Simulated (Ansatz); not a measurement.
**BClH2SSi: vertical spin-state energies in Python**

Which spin state of BClH2SSi lies lowest at this geometry? Aim: vertical spin-state energies, for BClH2SSi, run from a script. SMILES: ClB1[SiH2]S1.

Program: Ansatz 0.2.0, driven from Python. Level of theory: MP2/def2-SVP. These are calculated values, not measurements.

## (1) Starting point

Bond lengths: Cl1–B2 1.889 Å, B2–Si3 2.001 Å, B2–S4 1.927 Å, Si3–S4 1.900 Å, Si3–H5 1.495 Å, Si3–H6 1.486 Å. Angles: Cl1–B2–Si3 142.0°, Cl1–B2–S4 149.7°, Si3–B2–S4 57.8°, B2–Si3–S4 59.1°, B2–Si3–H5 113.2°, B2–Si3–H6 114.3°, S4–Si3–H5 113.6°, S4–Si3–H6 116.3°, H5–Si3–H6 123.4°, B2–S4–Si3 63.1°.

The script holds or builds the structure itself.

## (2) Script

The input, spin_bclh2ssi.py:

```python
'''Gap between spin states of BClH2SSi at one geometry.'''

import logging
import sys

import ansatz as az

logging.basicConfig(stream=sys.stdout, format='%(name)s: %(message)s')
log = logging.getLogger('calc')
log.setLevel(logging.INFO)

GEOMETRY = '''
Cl   -0.03840   -2.66220    0.99230
B    -0.24160   -1.10900   -0.06400
Si    0.25110    0.82950   -0.12880
S    -1.38500    0.21430   -0.87290
H     1.29670    1.13650   -1.15280
H     0.15930    1.52700    1.17990
'''


def main() -> None:
    geometry = az.Crystal.molecule()
    for line in GEOMETRY.strip().splitlines():
        symbol, *xyz = line.split()
        geometry = geometry.atom(symbol, [float(v) for v in xyz])

    calculation = geometry.calculation()
    calculation = calculation.basis(gaussian='def2-SVP')
    calculation = calculation.correlation('MP2')
    found = {}
    for unpaired in [0, 2]:
        r = calculation.spin('collinear', total=unpaired).run().report
        s = unpaired / 2
        found[unpaired] = r['free_energy_ev']
        log.info(f'2S+1 = {unpaired + 1}: E = {found[unpaired]:.5f} eV, <S^2> = {abs(r["mean_field"]["state"]["spin_squared"]):.3f} (pure state {s * (s + 1):.2f})')
    lowest = min(found, key=found.get)
    for unpaired, e in found.items():
        log.info(f'multiplicity {unpaired + 1}: {23.060548 * (e - found[lowest]):.1f} kcal/mol above the lowest')


if __name__ == '__main__':
    main()
```

## (3) The calls as engine input

The engine receives this input (first run):

```yaml
crystal:
  periodic: [false, false, false]
  atoms:
    - { symbol: Cl, position_ang: [-0.0384, -2.6622, 0.9923] }
    - { symbol: B, position_ang: [-0.2416, -1.109, -0.064] }
    - { symbol: Si, position_ang: [0.2511, 0.8295, -0.1288] }
    - { symbol: S, position_ang: [-1.385, 0.2143, -0.8729] }
    - { symbol: H, position_ang: [1.2967, 1.1365, -1.1528] }
    - { symbol: H, position_ang: [0.1593, 1.527, 1.1799] }
basis:
  gaussian:
    orbitals: def2-SVP
magnetization:
  spin_polarized: true
  initial_magnetization: 0.0
correlation:
  method: mp2
```

## (4) Running it

Run with:

```sh
$ python spin_bclh2ssi.py
```

**Question.** Which spin state is lowest at this geometry, and how far above lie the others?

The runs gave:

| quantity | value |
| --- | --- |
| runs compared | 2 |
| lowest | run 1 (2S+1 = 1) |
| next above it by | 2.202 eV |

In order: multiplicity 1 (+0.00 eV) and multiplicity 3 (+2.20 eV), all at the one geometry. The geometry is a force-field or estimated start, not a minimum of this method, and the basis set is short of its limit. All parts are taken at fixed geometry, without zero-point energy.
